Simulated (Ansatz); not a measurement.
Write the native input for Ansatz 0.2.0 that does the following.

```yaml
Task: band structure
Functional: PBEsol
Potentials_or_basis: Ansatz PAW
Cutoff: "420 eV (not typed: the program's choice for these potentials)"
k_mesh: 8 × 8 × 4
Occupations: fermi-dirac, width 0.05 eV
Spin: no spin polarisation
Path: "[[\"G\", \"X\", \"M\", \"G\", \"Z\", \"R\", \"A\", \"Z\"], [\"X\", \"R\"], [\"M\", \"A\"]]"
Points_for_each_segment_of_the_path: 14
```

Ta4O:

```
Ta O
1.0
     3.25750    0.00000    0.00000
     0.00000    3.25750    0.00000
     0.00000    0.00000    7.40934
Ta O
4 1
Direct
  0.00000 0.00000 0.00000
  0.50000 0.50000 0.21684
  0.50000 0.50000 0.78316
  0.00000 0.00000 0.50000
  0.50000 0.50000 0.50000
```

The cell comes from a database or a generator and needn't be the stable form of this composition.

These files were run (other wordings do the same):

input.yaml

```yaml
crystal:
  lattice:
    - [3.257497, 0.0, 0.0]
    - [0.0, 3.257497, 0.0]
    - [0.0, 0.0, 7.409341]
  atoms:
    - { symbol: Ta, position: [0.0, 0.0, 0.0] }
    - { symbol: Ta, position: [0.5, 0.5, 0.216842] }
    - { symbol: Ta, position: [0.5, 0.5, 0.783158] }
    - { symbol: Ta, position: [0.0, 0.0, 0.5] }
    - { symbol: O, position: [0.5, 0.5, 0.5] }
hamiltonian:
  xc: pbesol
  pseudopotentials: { kind: paw }
kpoints:
  mp_grid: { grid: [8, 8, 4] }
  band_path:
    path:
      - [[0.0, 0.0, 0.0], [0.0, 0.5, 0.0], [0.5, 0.5, 0.0], [0.0, 0.0, 0.0], [0.0, 0.0, 0.5], [0.0, 0.5, 0.5], [0.5, 0.5, 0.5], [0.0, 0.0, 0.5]]
      - [[0.0, 0.5, 0.0], [0.0, 0.5, 0.5]]
      - [[0.5, 0.5, 0.0], [0.5, 0.5, 0.5]]
    npoints: 14
scf:
  occupations: { method: fermi_dirac, width: 0.05 }
  n_extra_bands: 12
output:
  forces: true
  stress: true
  eigenvalues: true
  fatbands: true
  write_density: true
  write_potential: true
  elf: true
  volumetric_format: npy
```

Potentials or basis: Ansatz PAW.

Command:

```bash
$ ansatz run input.yaml --threads 2 --pin off --max-ram 5632MiB --backend cpu --events-out ev --progress --plain --runs-dir out
```

It gave:

```json
{
 "Pressure": "-8.1 GPa",
 "Largest force": "0.023 eV/Å",
 "Band gap on the k mesh": "none (metal or under the smearing width)"
}
```

Caveat: spin-orbit coupling is left out, which moves the levels of the heavy elements; the PAW data sets come from PBE, with cores solved anew for the run's functional, which leaves a small shift of forces and pressure.

Wall time 14 s on 2 threads of Intel(R) Xeon(R) Platinum 8259CL CPU @ 2.50GHz (Skylake/Cascade Lake), on a shared host, peak memory 0.57 GiB.
